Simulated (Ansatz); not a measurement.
Crystal: Zr3S2.

```
Zr S
1.0
     2.90254    1.67578    3.48777
    -2.90254    1.67578    3.48777
     0.00000   -3.35156    3.48777
Zr S
3 2
Cartesian
  0.9832 1.7029 5.2317
  0.9832 -1.7029 5.2317
  -1.9663 0.0000 5.2317
  0.0000 0.0000 6.9583
  0.0000 0.0000 3.5050
```

The cell comes from a database or a generator and needn't be the stable form of this composition.

```yaml
Program: Ansatz 0.2.0
Task: relaxation of cell and atoms
Functional: PBEsol
Potentials_or_basis: Ansatz PAW
Cutoff: "420 eV (not typed: the program's choice for these potentials)"
k_mesh: 6 × 6 × 6
Occupations: fermi-dirac, width 0.05 eV
Spin: no spin polarisation
```

At the start: volume 20.36 Å³/atom.

Where does the relaxation end?

It ends after 4 steps and the volume is 19.52 Å³/atom (-4.1 %); space group R32 (No. 155, to 0.05 Å).

Step by step:
```csv
step,energy change (eV),largest force (eV/Å),volume (Å³)
1,0.0000,0.1329,101.79
2,-0.0692,0.0315,97.97
3,-0.0705,0.0044,97.60
4,-0.0700,0.0044,97.60
```

Final structure:
```yaml
crystal:
  lattice:
    - [2.86299, 1.65295, 3.43731]
    - [-2.86299, 1.65295, 3.43731]
    - [0.00000, -3.30589, 3.43731]
  atoms:
    - { symbol: Zr, position: [0.83843, 0.50000, 0.16157] }
    - { symbol: Zr, position: [0.50000, 0.16157, 0.83843] }
    - { symbol: Zr, position: [0.16157, 0.83843, 0.50000] }
    - { symbol: S, position: [0.66493, 0.66493, 0.66493] }
    - { symbol: S, position: [0.33507, 0.33507, 0.33507] }
```

Caveat: the plane-wave basis is chosen anew once the cell has moved, so the energies of steps on either side of that aren't comparable; the PAW data sets come from PBE, with cores solved anew for the run's functional, which leaves a small shift of forces and pressure.
